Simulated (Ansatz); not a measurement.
This script makes cell relaxations under several functionals of Mo, space group P6/mmm with Ansatz 0.2.0 through its Python package.

`run_lattice.py`:
```python
"""How the lattice of Mo depends on the functional."""

import ansatz as az
import numpy as np

def edges_and_angles(cell):
    cell = np.asarray(cell)
    a, b, c = np.linalg.norm(cell, axis=1)
    cosines = cell[1] @ cell[2] / (b * c), cell[0] @ cell[2] / (a * c), cell[0] @ cell[1] / (a * b)
    return (a, b, c, *np.degrees(np.arccos(cosines)))

lattice = az.Lattice.of(
    (2.73551, 0.0, 0.0),
    (-1.367755, 2.369021, 0.0),
    (0.0, 0.0, 2.555181),
)
sites = [
    ("Mo", (0.0, 0.0, 0.5)),
]
structure = az.Crystal(lattice=lattice)
for symbol, position in sites:
    structure = structure.atom(symbol, position)

calculation = structure.calculation()
calculation = calculation.kpoints(length=29)
calculation = calculation.occupations("Fermi-Dirac").relax(cell=True, force_tolerance=0.01)

levels = [("r2scan", "none"), ("pbesol", "d3bj"), ("blyp", "d3bj")]
print("level            a       b       c    alpha   beta  gamma  V/atom  steps")
for name, dispersion in levels:
    seen = []
    run = calculation.functional(name, dispersion=dispersion).session().plan()
    res = run.execute(on_event=lambda e: seen.append(e) if e["event"] == "relax_step" else None)
    cell = res.lattice.cell_ang
    label = name if dispersion == "none" else f"{name}+{dispersion}"
    print("{:13s} {:7.4f} {:7.4f} {:7.4f} {:6.2f} {:6.2f} {:6.2f}".format(label, *edges_and_angles(cell)), f"{abs(np.linalg.det(cell)) / len(res.lattice.sites):7.3f} {len(seen):5d}")
```

Rank the levels of theory by the volume of the relaxed cell.

From smallest to largest: PBEsol+D3BJ (15.72 Å³ an atom, -5.0 % against the start), BLYP+D3BJ (16.25 Å³ an atom, -1.9 % against the start) and r2SCAN (16.50 Å³ an atom, -0.4 % against the start). The spread is 4.9 % in volume.

The output:

```console
$ python run_lattice.py
level            a       b       c    alpha   beta  gamma  V/atom  steps
DeckWarning: basis.ecutwfc = 500 eV, auto-derived from the records' recommended cutoffs: set by Mo (their level for a meta-GGA)
r2scan         2.7626  2.7626  2.4964  90.00  90.00 120.00  16.500     6
DeckWarning: basis.ecutwfc = 420 eV, auto-derived from the records' recommended cutoffs: set by Mo (normal level)
pbesol+d3bj    2.7239  2.7239  2.4470  90.00  90.00 120.00  15.723     6
blyp+d3bj      2.7510  2.7510  2.4787  90.00  90.00 120.00  16.246     6
```
(Warnings from the package without file and line.)

What to keep in mind:
- Spin is left out of this run.
- BLYP and dispersion corrections can be off by several per cent in the lattices of metals, and by several GPa in the pressure at a fixed cell.
- The mesh is modest for a metal, so energies can be off by several to tens of meV an atom and pressures by half a GPa or more; differences at equal mesh fare better.
- This isn't the structure that Mo takes at ambient conditions.
- Timing: 25 s on 1 thread of Arm Neoverse V2 (shared host), peak memory 0.42 GiB.
